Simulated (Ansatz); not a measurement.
# Rb3Sr (P1) in Ansatz: convergence with wavefunction cutoff

Aim: find how far wavefunction cutoff must go before the results for Rb3Sr settle, at LDA. This setting moves, with any that are tied to it; all else stays.

All numbers are computed with Ansatz 0.2.0; they aren't measurements. Logs are shortened: lines on timing, memory, paths and dates and some standing lists are left out, and cuts for length are marked.

## (1) The cell of the first run

The typed cell holds 4 atoms: a = 8.446 Å, b = 8.446 Å, c = 8.446 Å, α = 132.35°, β = 132.35°, γ = 69.68°.

The cell comes from a database or a generator and needn't be the stable form of this composition.

The cell isn't the ideal one: atoms moved at random, drawn with an rms of 0.05 Å.

## (2) With wavefunction cutoff 200 eV

File input.yaml:

```yaml
crystal:
  lattice:
    - [-3.411771, 3.411771, 6.93246]
    - [3.411771, -3.411771, 6.93246]
    - [3.411771, 3.411771, -6.93246]
  atoms:
    - { symbol: Sr, position: [0.004246, 0.00413, 0.007334] }
    - { symbol: Rb, position: [0.496786, 0.491326, -0.009139] }
    - { symbol: Rb, position: [0.260363, 0.749688, 0.508858] }
    - { symbol: Rb, position: [0.754454, 0.255921, 0.511543] }
hamiltonian:
  xc: lda
  pseudopotentials: { kind: paw }
kpoints:
  mp_grid: { grid: [3, 3, 4] }
scf:
  occupations: { method: methfessel_paxton, width: 0.05 }
output:
  forces: true
  stress: true
  eigenvalues: true
basis:
  ecutwfc: "200 eV"
```

Potentials or basis: Ansatz PAW.

The run is started by

```console
> ansatz run input.yaml --threads 2 --pin off --max-ram 5632MiB --backend cpu --events-out ev --progress --plain --runs-dir out
```

The log of the run:

```text
Warning: basis.ecutwfc = 200 eV is below the records' recommended 420 eV, and the density's cutoff is lower with it unless basis.ecutrho_ratio is high enough to keep the records' density cutoff: compare with a run at a higher cutoff
Warning: RAYON_NUM_THREADS=2 ignored (pool sized by the plan → 2); use --threads N
Engine: ansatz 0.2.0, aarch64-unknown-linux-gnu
Pseudopotentials: kind: paw
Pseudopotential: Sr, paw, valence charge 10, recommended cutoff 420 eV (normal), Sr.paw.azcp
Pseudopotential: Rb, paw, valence charge 9, recommended cutoff 420 eV (normal), Rb.paw.azcp
Functional definition: SPW92
  exchange = slater_x
  correlation = pw_c
Crystal: 4 atoms, lattice volume = 322.780 Å³
Basis set: ecut = 200 eV, 2087 PW (Γ)
Bands: 23, of which v1, the nominal top of the filled ones, is band 19 counted from 1 (18 counted from 0)
Symmetry: 1 space group operations
Space group: P1 (ITA 1), of the structure as read, at distance tolerance 6.9e-5 Å
k-points: 19 of 36 (time reversal used)
Non-local potential: Sr, projectors of the file, l = 0: 3, l = 1: 2, l = 2: 2
Non-local potential: Rb, projectors of the file, l = 0: 3, l = 1: 2, l = 2: 2
PAW form: soft (Blöchl's): semilocal exchange-correlation on the pseudo side does not see the compensation charge
PAW frozen core: Sr, regenerated for the run's functional, and the local potential with it (the file was generated under x = pbe(κ = 0.804, μ = 0.2195149727645171), c = pbe(β = 0.06672455060314922))
PAW frozen core: Rb, regenerated for the run's functional, and the local potential with it (the file was generated under x = pbe(κ = 0.804, μ = 0.2195149727645171), c = pbe(β = 0.06672455060314922))
PAW one-centre angular grid: Sr, 110 points (default); XC on 64 Gauss nodes
PAW one-centre angular grid: Rb, 110 points (default); XC on 64 Gauss nodes
Initial density: superposition of atomic densities (neutral atoms: chi_scale 0, normalization atom), corrected by the library's trained network
Initial wavefunctions: pseudopotential atomic-orbital guess
Functional: x = slater, c = lda
SCF iter   1: F=—  HF=-12955.098051 eV  |F-HF|=—  |Δ(HF+E_count)|=         —  Δρ=4.62e-3  dr2=3.47e-2  ethr=1.77e-3  ⟨swp⟩=8.4  Hψ=2085  notcnv=0
preconditioner: auto → Kerker (q_TF=auto, 1.902 Å⁻¹)  [metal: Δε(μ)=0.021 eV  Ē_g=1.717 eV  σ=0.050 eV  W_gap=0.33  n_scr=36 (ndim 8)  ℏωp=4.6 eV  f_vac=0.000  D(μ)=9.07/eV (n_scr^D=68)]
SCF iter   2: F=—  HF=-12955.098629 eV  |F-HF|=—  |Δ(HF+E_count)|=   5.78e-4  S|Δr|=    0.00e0  Δρ=2.39e-3  dr2=1.25e-2  ethr=9.38e-5  ⟨swp⟩=1.5  Hψ=609  notcnv=0  defer=1
SCF iter   3: F=—  HF=-12955.098422 eV  |F-HF|=—  |Δ(HF+E_count)|=   2.07e-4  S|Δr|=    0.00e0  Δρ=3.11e-4  dr2=1.27e-3  ethr=3.38e-5  ⟨swp⟩=2.0  Hψ=579  notcnv=0  defer=1
SCF iter   4: F=—  HF=-12955.098450 eV  |F-HF|=—  |Δ(HF+E_count)|=   2.80e-5  S|Δr|=    0.00e0  Δρ=1.02e-4  dr2=5.94e-5  ethr=3.42e-6  ⟨swp⟩=2.0  Hψ=485  notcnv=0  defer=1
SCF iter   5: F=—  HF=-12955.098453 eV  |F-HF|=—  |Δ(HF+E_count)|=   3.14e-6  S|Δr|=    0.00e0  Δρ=2.82e-5  dr2=7.14e-6  ethr=1.60e-7  ⟨swp⟩=2.8  Hψ=768  notcnv=0  defer=1
SCF iter   6: F=—  HF=-12955.098454 eV  |F-HF|=—  |Δ(HF+E_count)|=   9.40e-7  S|Δr|=    0.00e0  Δρ=9.17e-6  dr2=8.61e-7  ethr=1.93e-8  ⟨swp⟩=2.0  Hψ=486  notcnv=0  defer=2
SCF iter   7: F=-12955.098454 eV  HF=-12955.098454 eV  |F-HF|=1.30e-8  |Δ(HF+E_count)|=   1.35e-8  S|Δr|=    0.00e0  Δρ=2.78e-6  dr2=6.54e-8  ethr=2.70e-10  ⟨swp⟩=4.7  Hψ=1929  notcnv=0
SCF 1 converged in 7 iterations: F = -12955.098454 eV  dr2 = 6.54e-8
SCF converged after 7 iterations
Stability not checked: this state was not tested for a lower state beside it, because cold or Methfessel-Paxton smearing, or corrected tetrahedra, fill the levels in a way that the test cannot read (fill_not_monotonic; see scf.lower_state_search)
Free energy (F): -12955.098454 eV
Harris-Foulkes:  -12955.098454 eV  (|F-HF|=1.30e-8)
Internal energy: -12955.095525 eV  (E = F + TS)
E sigma→0 (E₀):  -12955.097722 eV
Entropy (-TS):   -0.002929 eV (-0.732 meV/atom)
Fermi energy:    2.342422 eV
--- Per-component energies (eV) ---
  E_band       = -513.736967
  E_kinetic    = 805.741729
  E_local      = -2931.164808  (includes V_loc(G=0)·N_el)
  E_nonlocal   = 735.026564
  E_hartree    = 797.481859
  E_xc         = -547.497222
  E_vxc        = -556.650688  (∫ρ·V_xc dr)
  E_paw        = -10167.266380  (= ΣΔE_a)
  E_vpaw       = -161.652795  (= ΣTr[D̂ρ^β])
  E_aug_tail   = -0.000033  (compensation charges beyond the density's cutoff)
  E_ewald      = -1648.525146
  E_core_change = 1.107913  (= ΣΔE_core)
  E_smearing   = -0.002929  (= −TS)
  E_closure    = 0.000000  (closes the sum)
  Σ components = -12955.098454   (vs F -12955.098454, Δ=0.00e0)
--- Forces (eV/Å), atoms counted from 1 ---
  atom   1  Sr    -0.01846834    -0.00270682    -0.00100597
  atom   2  Rb     0.02946699     0.02008671     0.00489935
  atom   3  Rb     0.01774718    -0.02616464    -0.00488788
  atom   4  Rb    -0.02874333     0.00878388     0.00100034
  max |Σ_I F_I| component: 5.85e-6 eV/Å
--- Stress (GPa, compression-positive) ---
       -0.555120      -0.030923      -0.019214
       -0.030923      -0.551020      -0.017879
       -0.019214      -0.017879      -0.626167
  P = ⅓ Tr σ = -0.5774 GPa (-5.774 kbar)
--- Band table (eV; the first three rows and the last of 19) ---
  k-point 0: bands = ["-35.5079", "-26.3425", "-26.3337", "-26.3324", "-17.3843", "-17.3766", "-17.3728", "-10.4667", "-10.4551", "-10.4463", "-10.4150", "-10.4129", "-10.3969", "-10.3749", "-10.3704", "-10.3697", "-0.1507", "2.5495", "2.9723", "3.1810", "3.4112", "3.4252", "3.4664"]
  k-point 1: bands = ["-35.5075", "-26.3393", "-26.3354", "-26.3324", "-17.3829", "-17.3731", "-17.3712", "-10.4807", "-10.4340", "-10.4312", "-10.4248", "-10.4091", "-10.3990", "-10.3852", "-10.3755", "-10.3665", "0.3309", "2.3663", "2.7229", "2.8155", "2.9806", "2.9936", "3.2346"]
  k-point 2: bands = ["-35.5068", "-26.3365", "-26.3351", "-26.3329", "-17.3774", "-17.3737", "-17.3664", "-10.4897", "-10.4556", "-10.4442", "-10.4072", "-10.4051", "-10.3939", "-10.3771", "-10.3664", "-10.3603", "1.2430", "1.8576", "2.1433", "2.2530", "2.7495", "2.9211", "3.4687"]
  k-point 18: bands = ["-35.5071", "-26.3373", "-26.3358", "-26.3328", "-17.3802", "-17.3726", "-17.3696", "-10.4537", "-10.4479", "-10.4327", "-10.4209", "-10.4063", "-10.4005", "-10.3849", "-10.3803", "-10.3755", "0.9150", "1.5183", "1.6946", "2.9778", "3.3851", "3.4561", "3.5723"]
```

It took 1.8 s on 2 threads of Arm Neoverse V2, shared host; peak memory 0.31 GiB.

Results:

- Free energy: -12955.0985 eV
- Pressure: -0.6 GPa
- Largest force: 0.036 eV/Å
- Band gap on the k mesh: none (metal or under the smearing width)

## (3) With wavefunction cutoff 250 eV

input.yaml, as its differences from that of step 2:

```diff
@@ -22,2 +22,2 @@
 basis:
-  ecutwfc: "200 eV"
+  ecutwfc: "250 eV"
```

Potentials or basis: Ansatz PAW.

The run is started by

```console
> ansatz run input.yaml --threads 2 --pin off --max-ram 5632MiB --backend cpu --events-out ev --progress --plain --runs-dir out
```

It took 2.3 s on 2 threads of Arm Neoverse V2, shared host; peak memory 0.34 GiB.

What came out:

| Property | Result |
| --- | --- |
| Free energy | -12955.8553 eV |
| Pressure | -0.6 GPa |
| Largest force | 0.037 eV/Å |
| Band gap on the k mesh | none (metal or under the smearing width) |

## (4) With wavefunction cutoff 300 eV

input.yaml, as its differences from that of step 3:

```diff
@@ -22,2 +22,2 @@
 basis:
-  ecutwfc: "250 eV"
+  ecutwfc: "300 eV"
```

The run is started by

```console
> ansatz run input.yaml --threads 2 --pin off --max-ram 5632MiB --backend cpu --events-out ev --progress --plain --runs-dir out
```

It took 2.9 s on 2 threads of Arm Neoverse V2, shared host; peak memory 0.37 GiB.

Results:

- Free energy: -12955.9311 eV
- Pressure: -0.6 GPa
- Largest force: 0.037 eV/Å
- Band gap on the k mesh: none (metal or under the smearing width)

## (5) With wavefunction cutoff 350 eV

input.yaml, as its differences from that of step 4:

```diff
@@ -22,2 +22,2 @@
 basis:
-  ecutwfc: "300 eV"
+  ecutwfc: "350 eV"
```

The run is started by

```console
> ansatz run input.yaml --threads 2 --pin off --max-ram 5632MiB --backend cpu --events-out ev --progress --plain --runs-dir out
```

It took 3.7 s on 2 threads of Arm Neoverse V2, shared host; peak memory 0.41 GiB.

Results:

| Item | Value |
| --- | --- |
| Free energy | -12955.9358 eV |
| Pressure | -0.6 GPa |
| Largest force | 0.037 eV/Å |
| Band gap on the k mesh | none (metal or under the smearing width) |

## (6) With wavefunction cutoff 400 eV

input.yaml, as its differences from that of step 5:

```diff
@@ -22,2 +22,2 @@
 basis:
-  ecutwfc: "350 eV"
+  ecutwfc: "400 eV"
```

Potentials or basis: Ansatz PAW.

The run is started by

```console
> ansatz run input.yaml --threads 2 --pin off --max-ram 5632MiB --backend cpu --events-out ev --progress --plain --runs-dir out
```

It took 4.6 s on 2 threads of Arm Neoverse V2, shared host; peak memory 0.45 GiB.

Results (log left out):

| Quantity | Value |
| --- | --- |
| Free energy | -12955.9365 eV |
| Pressure | -0.6 GPa |
| Largest force | 0.037 eV/Å |
| Band gap on the k mesh | none (metal or under the smearing width) |

## (7) With wavefunction cutoff 450 eV

input.yaml, as its differences from that of step 6:

```diff
@@ -22,2 +22,2 @@
 basis:
-  ecutwfc: "400 eV"
+  ecutwfc: "450 eV"
```

The run is started by

```console
> ansatz run input.yaml --threads 2 --pin off --max-ram 5632MiB --backend cpu --events-out ev --progress --plain --runs-dir out
```

Wall time 5.5 s (2 threads of Arm Neoverse V2, shared host); peak memory 0.48 GiB.

Results (log left out):

```yaml
Free_energy: -12955.9368 eV
Pressure: -0.6 GPa
Largest_force: 0.037 eV/Å
Band_gap_on_the_k_mesh: none (metal or under the smearing width)
```

## (8) With wavefunction cutoff 500 eV

input.yaml, as its differences from that of step 7:

```diff
@@ -22,2 +22,2 @@
 basis:
-  ecutwfc: "450 eV"
+  ecutwfc: "500 eV"
```

The run is started by

```console
> ansatz run input.yaml --threads 2 --pin off --max-ram 5632MiB --backend cpu --events-out ev --progress --plain --runs-dir out
```

Run time: 6.3 s. Hardware: 2 threads of Arm Neoverse V2, shared host; peak memory 0.53 GiB.

It converged, with:

```yaml
Free_energy: -12955.9369 eV
Pressure: -0.6 GPa
Largest_force: 0.037 eV/Å
Band_gap_on_the_k_mesh: none (metal or under the smearing width)
```

## (9) With wavefunction cutoff 600 eV

input.yaml, as its differences from that of step 8:

```diff
@@ -22,2 +22,2 @@
 basis:
-  ecutwfc: "500 eV"
+  ecutwfc: "600 eV"
```

Potentials or basis: Ansatz PAW.

The run is started by

```console
> ansatz run input.yaml --threads 2 --pin off --max-ram 5632MiB --backend cpu --events-out ev --progress --plain --runs-dir out
```

It took 8.8 s on 2 threads of Arm Neoverse V2, shared host; peak memory 0.63 GiB.

Results (log left out):

| Item | Value |
| --- | --- |
| Free energy | -12955.9369 eV |
| Pressure | -0.6 GPa |
| Largest force | 0.037 eV/Å |
| Band gap on the k mesh | none (metal or under the smearing width) |

## (10) With wavefunction cutoff 800 eV

input.yaml, as its differences from that of step 9:

```diff
@@ -22,2 +22,2 @@
 basis:
-  ecutwfc: "600 eV"
+  ecutwfc: "800 eV"
```

The run is started by

```console
> ansatz run input.yaml --threads 2 --pin off --max-ram 5632MiB --backend cpu --events-out ev --progress --plain --runs-dir out
```

It took 12 s on 2 threads of Arm Neoverse V2, shared host; peak memory 0.82 GiB.

The run converged. Its results:

```yaml
Free_energy: -12955.9370 eV
Pressure: -0.6 GPa
Largest_force: 0.037 eV/Å
Band_gap_on_the_k_mesh: none (metal or under the smearing width)
```

## (11) Result

| wavefunction cutoff | energy less the tightest run, at zero smearing (meV/atom) | SCF cycles | CPU time (s) | peak memory (GiB) |
| --- | --- | --- | --- | --- |
| 200 eV | 209.65 | 7 | 3.5 | 0.31 |
| 250 eV | 20.42 | 7 | 4.4 | 0.34 |
| 300 eV | 1.48 | 7 | 5.7 | 0.37 |
| 350 eV | 0.30 | 7 | 7.3 | 0.41 |
| 400 eV | 0.12 | 8 | 9 | 0.45 |
| 450 eV | 0.04 | 7 | 11 | 0.48 |
| 500 eV | 0.02 | 8 | 12 | 0.53 |
| 600 eV | 0.01 | 8 | 17 | 0.63 |
| 800 eV | 0.00 | 8 | 24 | 0.82 |

Against the tightest run, the energy stays within 1 meV/atom from 350 eV on. The tightest run that finished is the yardstick and may itself not be fully converged.

Caveats: the PAW data sets come from PBE, with cores solved anew for the run's functional, which leaves a small shift of forces and pressure.
